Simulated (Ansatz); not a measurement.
# H2HfSi: the cost of one run

Method: the settings change from run to run; program: Ansatz 0.2.0, Gaussian basis.

26 further runs of the same task are left out: 7 that didn't finish, 19 set aside as unsound or not needed. Runs told in other sessions of the task aren't counted.

### Step 1. The geometry

The geometry is a PBE0/def2-TZVP stationary point (not a proven minimum) with its atoms shifted at random (size 0.100 Å). No spin-orbit coupling is included. Elements past krypton take def2 core potentials.

4 atoms, charge 0, spin multiplicity 3.

Atoms are counted from 1 here; the program's logs count them from 0.

Bond lengths: Hf1–Si2 2.562 Å, Si2–H3 1.513 Å, Si2–H4 1.386 Å. Angles: Hf1–Si2–H3 122.5°, Hf1–Si2–H4 125.2°, H3–Si2–H4 105.8°.

### Step 2. CISD/def2-SVP

in.yaml

```yaml
crystal:
  periodic: [false, false, false]
  atoms:
    - {symbol: Hf, position_ang: [0.015859, -0.000628, 0.377220]}
    - {symbol: Si, position_ang: [-0.069741, 0.007747, -2.183526]}
    - {symbol: H, position_ang: [-0.474075, -1.207930, -2.987718]}
    - {symbol: H, position_ang: [-0.390966, 1.103306, -2.969504]}
basis:
  gaussian: {orbitals: def2-SVP}
magnetization: {spin_polarized: false, initial_magnetization: 2}
correlation: {active_space: {ras: {orbitals: [8, 2, 45], electrons: 18, max_holes: 2, max_particles: 2}, fixed_orbitals: true}}
```

Command:

```bash
ansatz run in.yaml --threads 1 --pin off --events-out ev --progress --plain --max-ram 2393MiB
```

**Question.** How long does this run take on 1 thread of Arm Neoverse V1, shared host, and how much memory does it need?

About 64 s, with a peak of 0.32 GiB.
